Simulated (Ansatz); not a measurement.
Runs of Ansatz 0.2.0 on Ba2Tl5V3O12. The typed cell holds 22 atoms: a = 6.061 Å, b = 6.112 Å, c = 14.126 Å, α = 95.24°, β = 99.31°, γ = 113.97°. The cell was built by a generator and needn't be a form met in nature.

```csv
task,level,U,cell,k mesh,smearing,hubbard projectors,double counting,gap on the mesh (eV),pressure (GPa),moment (μB),largest force (eV/Å)
projected density of states,PBE+U,V d U = 8 eV,as given,5 × 5 × 2,fermi-dirac 0.05 eV,ortho-atomic (the default),fll (the default),3.05,0.7,0.00,0.29
single point,PBE,-,"atoms moved at random, drawn with an rms of 0.05 Å",5 × 5 × 2,fermi-dirac 0.05 eV,-,-,2.71,0.6,0.00,4.41
projected density of states,PBE+U,V d U = 4 eV,as given,5 × 5 × 2,fermi-dirac 0.05 eV,ortho-atomic (the default),fll (the default),3.04,0.3,0.00,(b)
Born charges and dielectric tensor,PBE,-,as given,4 × 4 × 2,gaussian 0.01 eV,-,-,2.93,-,0.00,-
projected density of states,PBE+U,V d U = 2 eV,as given,5 × 5 × 2,fermi-dirac 0.05 eV,ortho-atomic (the default),fll (the default),3.03,0.1,0.00,0.06
projected density of states,PBE+U,V d U = 6 eV,as given,5 × 5 × 2,fermi-dirac 0.05 eV,ortho-atomic (the default),fll (the default),3.05,0.5,0.00,(c)
single point,PBE,-,as given,5 × 5 × 2,fermi-dirac 0.05 eV,-,-,3.02,(a),0.00,0.01
```

Alike in all rows: potentials or basis Ansatz PAW; spin collinear, ferromagnetic start; cutoff (eV) 420.

Question: Estimate the missing entries.

Answer: (a) 0.0; (b) 0.13; (c) 0.20.

Caveats: spin-orbit coupling is left out, which as a rule narrows the gap of such compounds by several tenths of an eV; odd divisions of the mesh miss points on the zone boundary, where band edges often lie, so the gap on the mesh can be too wide (some runs); the starting moments weren't kept (some runs); the magnetic or orbital state may not be the lowest (some runs).

A k mesh can miss the band edges, and the runs leave out spin-orbit coupling on Ba, Tl.
